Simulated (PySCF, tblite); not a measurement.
# C₅H₇NSSi: geometry, infrared bands and NMR shifts

Aim: predict the infrared bands and NMR shifts of C₅H₇NSSi (`[H]/N=C\C#C[C@@H]1CS[SiH2]1`).

The runs use tblite 0.8.0 and PySCF 2.14.0, with density-fitted response routines of our own; the level of theory stands in each step. All values are computed, except where a source is named. Atoms count from 0, in the outputs and in this text.

## 1. The molecule as given

15 atoms, charge 0, multiplicity 1; geometry from: force field or distance geometry start.

Bonds of the start (Å): N0–C1 1.31, C1–C2 1.43, C2–C3 1.23, C3–C4 1.47, C4–C5 1.50, C5–S6 1.83, S6–Si7 2.15, Si7–C4 1.87, N0–H8 1.03, C1–H9 1.07, C4–H10 1.11, C5–H11 1.10, C5–H12 1.10, Si7–H13 1.45, Si7–H14 1.46.

## 2. Geometry optimisation with GFN2-xTB

What the job is given:

```
{"job": {"kind": "relax", "xc": "GFN2-xTB", "basis": "xTB"}, "charge": 0, "multiplicity": 1}
N      3.898000    -0.623300    -0.367000
C      2.935100     0.073300    -0.916900
C      1.613800    -0.054800    -0.375200
C      0.476900    -0.145900     0.078700
C     -0.867800    -0.262400     0.672300
C     -1.836700    -0.803300    -0.331300
S     -3.175500    -0.299900     0.807500
Si    -1.811300     1.348000     0.639600
H      3.742800    -1.260600     0.433000
H      3.135000     0.729500    -1.744100
H     -0.895000    -0.738600     1.673100
H     -1.984000    -0.242700    -1.267600
H     -1.835800    -1.882700    -0.518700
H     -1.786800     2.022400    -0.646300
H     -1.613100     2.149000     1.841100
```

Launch:

```
$ OMP_NUM_THREADS=1 python probes_run.py task.json out
```

This one command runs all jobs of the session in turn.

**Question.** This job is followed by: GFN2-xTB harmonic vibrations, gas phase; GIAO PBE0/pcSseg-1 NMR shielding, non-relativistic, gas phase. What will the session give for the following? strongest single infrared mode (GFN2-xTB); zero-point energy (GFN2-xTB); 13C shifts against TMS (PBE0/pcSseg-1); 1H shifts against TMS (PBE0/pcSseg-1); 15N shifts against NH3 (PBE0/pcSseg-1); 33S shifts against CS2 (PBE0/pcSseg-1); 29Si shifts against TMS (PBE0/pcSseg-1); surface potential, 1st and 99th percentile.

**Answer**, as computed:

| quantity | value |
| --- | --- |
| strongest single infrared mode (GFN2-xTB) | 2328 cm⁻¹, 348 km/mol |
| zero-point energy (GFN2-xTB) | 64.2 kcal/mol |
| 13C shifts against TMS (PBE0/pcSseg-1) | 156.0, 101.7, 91.0, 38.9, 20.5 ppm |
| 1H shifts against TMS (PBE0/pcSseg-1) | 11.58, 7.82, 5.60, 5.47, 3.71, 3.55, 3.45 ppm |
| 15N shifts against NH3 (PBE0/pcSseg-1) | 387.4 ppm |
| 33S shifts against CS2 (PBE0/pcSseg-1) | -171 ppm |
| 29Si shifts against TMS (PBE0/pcSseg-1) | -9.1 ppm |
| surface potential, 1st and 99th percentile | -1.79 V and 1.78 V |

In words: Relaxing lowered the energy by 1.431 eV in 148 steps; the close pair that moved most is C4–Si7, from 1.867 to 1.931 Å. All 39 modes are real, so the xTB geometry is a minimum. The strongest single mode, at 2328 cm⁻¹, moves mainly H14. Unscaled tight-binding wavenumbers are off by several per cent, some by more. Its intensities can rank the bands wrongly. At PBE0/pcSseg-1: The widest tensor belongs to N0: span 717 ppm, with a paramagnetic part of -444 ppm. By nearest atom (PBE0/pcSseg-1), the HOMO sits on S6 76 % and the LUMO on N0 24 %; C1, C3 about 19 % each.
